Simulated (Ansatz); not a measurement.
# Bi2Se3 (Paraguanajuatite): optics inputs, tried as typed

Aim: run 1 optics input for Bi2Se3 (Paraguanajuatite) as typed, and read from each log whether it ends well.

Computed with Ansatz 0.2.0 (plane waves, PAW; settings as the input shows, unless a step's input says otherwise).

5 further runs of the same task are left out: 5 that didn't finish.

## 1. Starting point

Symmetry: R-3m, No. 166, trigonal system. Conventional cell: a = 4.142 Å, b = 4.142 Å, c = 29.260 Å, α = 90.00°, β = 90.00°, γ = 120.00°. Bi (site symmetry 3m) has 6 Se at 2.85 to 3.07 Å as nearest neighbours. Se (site symmetry -3m) has 6 Bi at 3.07 Å as nearest neighbours. Around Se (site symmetry 3m) lie 3 Bi at 2.85 Å.

As a file:

```
Bi Se
1.0
     2.07116    1.19579    9.75341
    -2.07116    1.19579    9.75341
     0.00000   -2.39157    9.75341
Bi Se
2 3
Direct
  0.39935 0.39935 0.39935
  0.60065 0.60065 0.60065
  0.00000 0.00000 0.00000
  0.21411 0.21411 0.21411
  0.78589 0.78589 0.78589
```

The cell was relaxed beforehand with r2SCAN+rVV10; those runs aren't shown. No run includes spin-orbit coupling, which matters for Bi.

For scale, an earlier run with the standard settings (r2SCAN, 6×6×6, gaussian width 0.1 eV, scissors 0 eV) gave ε∞ 18.16 (xx, yy), 16.50 (zz); tallest peak of ε₂: 42.4 at 2.85 eV.

## 2. Input 1

File input.yaml:

```yaml
crystal:
  lattice:
    - [2.0711634285, 1.195786763, 9.753411266]
    - [-2.0711634285, 1.195786763, 9.753411266]
    - [0.0, -2.391573526, 9.753411266]
  atoms:
    - { symbol: Bi, position: [0.3993469745, 0.3993469745, 0.3993469745] }
    - { symbol: Bi, position: [0.6006530255, 0.6006530255, 0.6006530255] }
    - { symbol: Se, position: [0.0, 0.0, 0.0] }
    - { symbol: Se, position: [0.2141084314, 0.2141084314, 0.2141084314] }
    - { symbol: Se, position: [0.7858915686, 0.7858915686, 0.7858915686] }
kpoints:
  mp_grid: { grid: [6, 6, 6] }
hamiltonian:
  xc: lda
scf:
  occupations: { method: fixed }
output:
  optics:
    e_range: [0.5, 6]
    de: 0.2
    sigma: 0.03
    scissors: 1.5
    scheme: fermi_dirac
    bands: auto
    eta: 0.1
```

On the command line:

```console
$ ansatz run input.yaml --threads 4 --pin off --max-ram 5529MiB --backend cpu --events-out ev --progress --plain --runs-dir out
```

Log:

```text
Error: YAML parse error: error: line 26 column 5: unknown field `eta`, expected one of e_range, de, sigma, scheme, scissors, drude_damping, nscf_kmesh, kdotp_interpolation, bands, direct_gap_floor, off_mesh_gap_check, smearing_carriers
  --> <input>:26:5
   |
24 |     scheme: fermi_dirac
25 |     bands: auto
26 |     eta: 0.1
   |     ^ unknown field `eta`, expected one of e_range, de, sigma, scheme, scissors, drude_damping, nscf_kmesh, kdotp_interpolation, bands, direct_gap_floor, off_mesh_gap_check, smearing_carriers
27 | checkpoint: { write: ck, compress: false, write_wavefunctions: false,…
   |
```

Run time: 0.02 s. Hardware: 4 threads of Arm Neoverse V2, shared host; peak memory 0.022 GiB.

Diagnosis: The program refused the input. Optics has no key eta. To mend it, remove it; the width is sigma.

## 3. Summary

```tsv
input	settings	ended	fault	time
1	LDA, 6×6×6, fermi-dirac width 0.03 eV, scissors 1.5 eV	refused	optics has no key eta	0.02 s
```

1 refused. No run passed without a fault or warning, so no result is quoted.
